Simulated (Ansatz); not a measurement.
# One shape, several levels: doublet GaF+

Wanted: a comparison of 6 runs (UHF/STO-3G, UB2PLYP/STO-3G, UB3LYP/STO-3G, UBHLYP/STO-3G, UPBE/STO-3G, UCCSD(T)/STO-3G) of doublet GaF+. 

Program for the calculation: Ansatz 0.2.0.

56 further runs of the same task are left out: 29 that didn't finish, 27 set aside as unsound or not needed.

## (1) The system as given

GaF+: 2 atoms, total charge +1, spin state doublet. SMILES of the parent species: `[F][Ga]`. The shape is that of a PBE0-D4/def2-TZVP optimisation. That shape belongs to the parent species and isn't relaxed for this state.

Bond lengths: F1–Ga2 1.787 Å.

## (2) The energy at UHF/STO-3G (run 1)

Contents of run.yaml:

```yaml
crystal:
  periodic: [false, false, false]
  atoms:
    - {symbol: F, position_ang: [0.000000, -0.000000, 0.006300]}
    - {symbol: Ga, position_ang: [-0.000000, 0.000000, 1.792850]}
basis:
  gaussian:
    orbitals: STO-3G
total_charge: 1
magnetization:
  spin_polarized: true
  initial_magnetization: 1
hamiltonian:
  xc: hf
accuracy: high
```

Launch:

```
$ ansatz run run.yaml --threads 1 --pin off --max-ram 3480MiB --events-out events.jsonl --progress --plain --runs-dir runs
```

What it wrote:

```text
Warning: RAYON_NUM_THREADS=1 ignored (pool sized by the plan → 1); use --threads N
Functional definition: HF
  name "HF"
  exchange = exact_x
  correlation = 0
297 factors; integrals over basis functions are off by at most 9.1e-8 eV
mean field evaluation 1: about -54381.0749 eV, gradient 2.6e1 eV
mean field evaluation 2: about -54381.1335 eV, gradient 2.6e1 eV
mean field evaluation 4: about -54389.2814 eV, gradient 3.3e0 eV
mean field evaluation 8: about -54389.6302 eV, gradient 8.3e-2 eV
mean field evaluation 16: about -54389.6233 eV, gradient 2.6e-8 eV
mean field evaluation 32: about -54389.2773 eV, gradient 2.9e0 eV
mean field evaluation 64: about -54389.3196 eV, gradient 3.2e-1 eV
mean field evaluation 96: about -54387.0209 eV, gradient 2.0e0 eV
mean field evaluation 128: about -54384.3428 eV, gradient 2.1e0 eV
mean field evaluation 160: about -54389.5682 eV, gradient 5.3e-1 eV
mean field -54389.62327413 eV, -1998.7817887136 hartree, gradient 2.6e-8 eV, S^2 0.751858; 3 other end points of the search recorded, 0 dependent functions left out
reference -54389.62327413 eV, -1998.7817887136 hartree; 20, 19 occupied and 3, 4 virtual orbitals, 297 factors
Total energy: -54389.62327413 eV, -1998.7817887136 hartree
```

Wall time 0.56 s (1 thread of Arm Neoverse V1, shared host).

## (3) The energy at UB2PLYP/STO-3G (run 2)

Contents of job.yaml:

```yaml
basis:
  gaussian:
    orbitals: STO-3G
crystal:
  periodic: [false, false, false]
  atoms:
    - {symbol: F, position_ang: [0.000000, -0.000000, 0.006300]}
    - {symbol: Ga, position_ang: [-0.000000, 0.000000, 1.792850]}
accuracy: high
correlation:
  frozen_orbitals: {F: 1, Ga: 9}
magnetization:
  spin_polarized: true
  initial_magnetization: 1
hamiltonian:
  xc: {name: B2PLYP}
total_charge: 1
```

Launch:

```
$ ansatz run job.yaml --threads 1 --pin off --max-ram 3480MiB --events-out events.jsonl --progress --plain --runs-dir runs
```

What it wrote:

```text
Warning: RAYON_NUM_THREADS=1 ignored (pool sized by the plan → 1); use --threads N
Functional definition: B2PLYP
  name "B2PLYP"
  parameter a = 0.53
  parameter c = 0.27
  exchange = (1 - a)*b88_x + a*exact_x
  correlation = (1 - c)*lyp_c + c*(mp2_os + mp2_ss)
297 factors; integrals over basis functions are off by at most 9.1e-8 eV
mean field evaluation 1: about -54139.1402 eV, gradient 1.4e2 eV
mean field evaluation 2: about -54139.2234 eV, gradient 1.4e2 eV
mean field evaluation 4: about -54395.9874 eV, gradient 3.3e1 eV
mean field evaluation 8: about -54420.6462 eV, gradient 3.6e-1 eV
mean field evaluation 16: about -54420.6334 eV, gradient 3.9e-4 eV
mean field evaluation 32: about -54420.8072 eV, gradient 5.4e-1 eV
mean field evaluation 64: about -54389.6401 eV, gradient 6.9e-9 eV
mean field evaluation 96: about -54420.9460 eV, gradient 3.9e-1 eV
mean field evaluation 128: about -54415.7052 eV, gradient 1.1e1 eV
mean field evaluation 160: about -54420.5048 eV, gradient 2.2e-1 eV
mean field -54420.94752792 eV, -1999.9329338078 hartree, gradient 9.6e-9 eV, S^2 0.751525; 11 other end points of the search recorded, 0 dependent functions left out
10 core orbitals not correlated: weight in the atoms' cores, before any rotation towards them, 0.999 or more for the frozen orbitals, at most 0.000 for the correlated occupied ones
reference -54420.94754217 eV, -1999.9329343318 hartree; 10, 9 occupied and 3, 4 virtual orbitals, 297 factors
second order -3.86106627 eV of doubles, -0.00000000 eV of singles
Total energy: -54421.99003007 eV, -1999.9712450552 hartree
```

It took 11 s on 1 thread of Arm Neoverse V1, shared host; peak memory 0.12 GiB.

Runs 3 to 5 aren't shown in full; the table further down has their settings and results.

## (4) The energy at UCCSD(T)/STO-3G (run 6)

Contents of job.yaml:

```yaml
crystal:
  periodic: [false, false, false]
  atoms:
    - {symbol: F, position_ang: [0.000000, -0.000000, 0.006300]}
    - {symbol: Ga, position_ang: [-0.000000, 0.000000, 1.792850]}
basis:
  gaussian:
    orbitals: STO-3G
total_charge: 1
magnetization:
  spin_polarized: true
  initial_magnetization: 1
correlation:
  method: ccsd_t
  frozen_orbitals: {F: 1, Ga: 9}
accuracy: high
scf:
  omitted_lower_state_checks: [cluster_reference, increment]
```

Launch:

```
$ ansatz run job.yaml --threads 1 --pin off --max-ram 3480MiB --events-out events.jsonl --progress --plain --runs-dir runs
```

What it wrote:

```text
Warning: RAYON_NUM_THREADS=1 ignored (pool sized by the plan → 1); use --threads N
[... 17 lines left out ...]
10 core orbitals not correlated: weight in the atoms' cores, before any rotation towards them, 0.999 or more for the frozen orbitals, at most 0.000 for the correlated occupied ones
[... 40 lines left out ...]
Total energy: -54392.48662166 eV, -1998.8870147942 hartree
Checks for a lower state left out: cluster_reference, increment
```

Run time: 1.4 s. Hardware: 1 thread of Arm Neoverse V1, shared host.

## (5) The series

```tsv
run	level	frozen core orbitals	energy (Eh)	⟨S²⟩	wall time
1	UHF/STO-3G	–	-1998.781789	0.752	0.56 s
2	UB2PLYP/STO-3G	10	-1999.971245	0.752	11 s
3	UB3LYP/STO-3G	–	-2000.357557	0.751	3.9 s
4	UBHLYP/STO-3G	–	-2000.403886	0.751	8.4 s
5	UPBE/STO-3G	–	-1999.933200	0.751	8.1 s
6	UCCSD(T)/STO-3G	10	-1998.887015	0.752	1.4 s
```

## (6) Results

| quantity | value |
| --- | --- |
| run 6: total energy | -1998.88701 Eh |
| run 6: correlation energy (10 core orbitals frozen) | -105.2 mEh |
| run 6: (T) correction | -19.84 mEh |
| run 6: ⟨S²⟩ of the reference determinant | 0.752 |
| run 6: T1 diagnostic | 0.035 |

What this shows: Totals of different functionals can't be ranked against each other. In runs 1, 2, 3, 4, 5, 6 the basis is minimal, so the values are rough. All runs together took 33 s, the longest 11 s.
